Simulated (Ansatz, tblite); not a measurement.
# The cluster Si₃O₃−: one state, many levels

An exercise on one series of results from a longer session: the logs are not shown, and one member is left open.

Program: Ansatz 0.2.0, Gaussian basis. Level of theory: as each input shows. These are calculated values, not measurements.

Plan: GFN1-xTB, GFN2-xTB, PBE-D4/def2-TZVPD, r2SCAN-D4/def2-TZVPD, ωB97M-V/def2-TZVPD, B3LYP-D4/def2-TZVPD, ωB97X-V/def2-TZVPD, PBE+10HF/def2-SVPD, PBE+15HF/def2-SVPD, PBE+40HF/def2-SVPD, PBE-D4/def2-SVPD, PBE0-D4/def2-SVPD, CCSD(T)/def2-SVPD, MP2/def2-TZVPD, RPA/def2-TZVPD.

2 further runs of the same task are left out: 2 set aside as unsound or not needed.

### The relaxed structure

The geometry is that of the doublet, from an earlier relaxation (r2SCAN-D4/def2-SVPD). At that level it is the lowest of the isomers that a small search found.

6 atoms, charge -1, spin multiplicity 2.

Bond lengths: Si1–Si3 2.377 Å, Si1–O4 1.729 Å, Si1–O5 1.565 Å, Si2–O4 1.687 Å, Si2–O6 1.679 Å, Si3–O6 1.780 Å. Angles: Si3–Si1–O4 99.1°, Si3–Si1–O5 142.7°, O4–Si1–O5 118.3°, O4–Si2–O6 102.5°, Si1–Si3–O6 89.1°, Si1–O4–Si2 121.2°, Si2–O6–Si3 128.2°.

As a file:

```xyz
6
charge -1, multiplicity 2
Si   -0.93648    0.44863    0.45706
Si    1.91597   -0.25452   -0.01588
Si   -0.75270   -0.95340   -1.45370
O     0.73627    0.54565    0.88553
O    -1.97344    1.21784    1.34092
O     1.01038   -1.00421   -1.21392
```

The ion is computed in the gas phase, without counter-ions or solvent.

PBE0-D4/def2-TZVPD was run before; its log isn't repeated, and its numbers join the tables.

Set-up of the first run:

Tight binding, by tblite at 300 K electronic temperature and without a spin-polarisation term:

```python
tblite.interface.Calculator('GFN1-xTB', numbers, positions, charge=-1, uhf=1).singlepoint()
```

Tight binding, by tblite at 300 K electronic temperature and without a spin-polarisation term:

```python
tblite.interface.Calculator('GFN2-xTB', numbers, positions, charge=-1, uhf=1).singlepoint()
```

start.molden holds the orbitals of an earlier run on this state, given as this run's starting guess.

The input, in.yaml:

```yaml
crystal:
  periodic: [false, false, false]
  atoms:
    - {symbol: Si, position_ang: [-0.936476, 0.448632, 0.457056]}
    - {symbol: Si, position_ang: [1.915966, -0.254517, -0.015880]}
    - {symbol: Si, position_ang: [-0.752698, -0.953402, -1.453701]}
    - {symbol: O, position_ang: [0.736266, 0.545651, 0.885529]}
    - {symbol: O, position_ang: [-1.973439, 1.217841, 1.340922]}
    - {symbol: O, position_ang: [1.010381, -1.004205, -1.213925]}
basis:
  gaussian: {orbitals: def2-TZVPD, initial_orbitals: start.molden}
total_charge: -1
magnetization: {spin_polarized: true, initial_magnetization: 1}
hamiltonian: {xc: pbe, dispersion: d4}
scf: {omitted_lower_state_checks: [starts]}
output: {orbitals: {seedname: orbitals}}
```

Run with:

```console
ansatz run in.yaml --threads 4 --pin off --events-out ev --progress --plain --max-ram 4787MiB
```

Among the steps run: PBE-D4/def2-TZVPD; r2SCAN-D4/def2-TZVPD; ωB97M-V/def2-TZVPD; B3LYP-D4/def2-TZVPD; ωB97X-V/def2-TZVPD; PBE+10HF/def2-SVPD; PBE+15HF/def2-SVPD; PBE+40HF/def2-SVPD; PBE-D4/def2-SVPD; PBE0-D4/def2-SVPD; CCSD(T)/def2-SVPD; MP2/def2-TZVPD; RPA/def2-TZVPD.

One table of the session follows, with a row left open; its other results are not shown here.

| level | HOMO (eV) | LUMO (eV) | gap (eV) |
| --- | --- | --- | --- |
| PBE-D4/def2-SVPD | -0.06 | 0.84 | 0.90 |
| PBE-D4/def2-TZVPD | -0.08 | 0.82 | 0.91 |
| r2SCAN-D4/def2-TZVPD | -0.35 | 1.04 | 1.39 |
| B3LYP-D4/def2-TZVPD | -0.64 | 1.40 | 2.04 |
| PBE0-D4/def2-SVPD | -0.91 | 1.66 | 2.57 |
| PBE0-D4/def2-TZVPD | ? | ? | ? |
| ωB97X-V/def2-TZVPD | -2.76 | 3.47 | 6.23 |
| ωB97M-V/def2-TZVPD | -2.43 | 3.33 | 5.76 |
| PBE+10HF/def2-SVPD | -0.39 | 1.17 | 1.56 |
| PBE+15HF/def2-SVPD | -0.56 | 1.33 | 1.89 |
| PBE+40HF/def2-SVPD | -1.44 | 2.15 | 3.59 |

Q: Estimate the row for PBE0-D4/def2-TZVPD from the others.

The run gave: HOMO (eV): -0.92; LUMO (eV): 1.65; gap (eV): 2.57. In the column «HOMO (eV)» it lies between PBE+40HF/def2-SVPD (-1.44) and PBE0-D4/def2-SVPD (-0.91).
